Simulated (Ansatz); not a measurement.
# HMoN: the cost of one run

Method: def2-QZVPP, core rule «outside noble gas», up to 5 orbitals frozen; program: Ansatz 0.2.0, Gaussian basis.

To be run: UHF; ROHF; CCSD(T) on UHF.

### Step 1. The geometry

The geometry is a PBE0/def2-TZVP stationary point (not a proven minimum) of the parent state, kept for this charge and spin. No spin-orbit coupling is included. Elements past krypton take def2 core potentials.

3 atoms, charge 1, spin multiplicity 4.

Atoms are counted from 1 here; the program's logs count them from 0.

Bond lengths: Mo1–N2 1.919 Å, N2–H3 1.021 Å. Angles: Mo1–N2–H3 180.0°.

### Step 2. UHF

The input, in.yaml:

```yaml
crystal:
  periodic: [false, false, false]
  atoms:
    - {symbol: Mo, position_ang: [0.000000, 0.000000, 1.619500]}
    - {symbol: N, position_ang: [0.000000, 0.000000, -0.299200]}
    - {symbol: H, position_ang: [0.000000, 0.000000, -1.320300]}
basis:
  gaussian: {orbitals: "def2-QZVPP.json"}
total_charge: 1
magnetization: {spin_polarized: true, initial_magnetization: 3}
hamiltonian: {xc: hf}
output: {orbitals: {seedname: orbitals}}
```

On the command line:

```bash
ansatz run in.yaml --threads 1 --pin off --events-out ev --progress --plain --max-ram 2560MiB --backend cpu
```

What time and memory should one allow on 1 thread of AMD EPYC 7R13, shared host?

About 18 s, with a peak of 0.32 GiB.
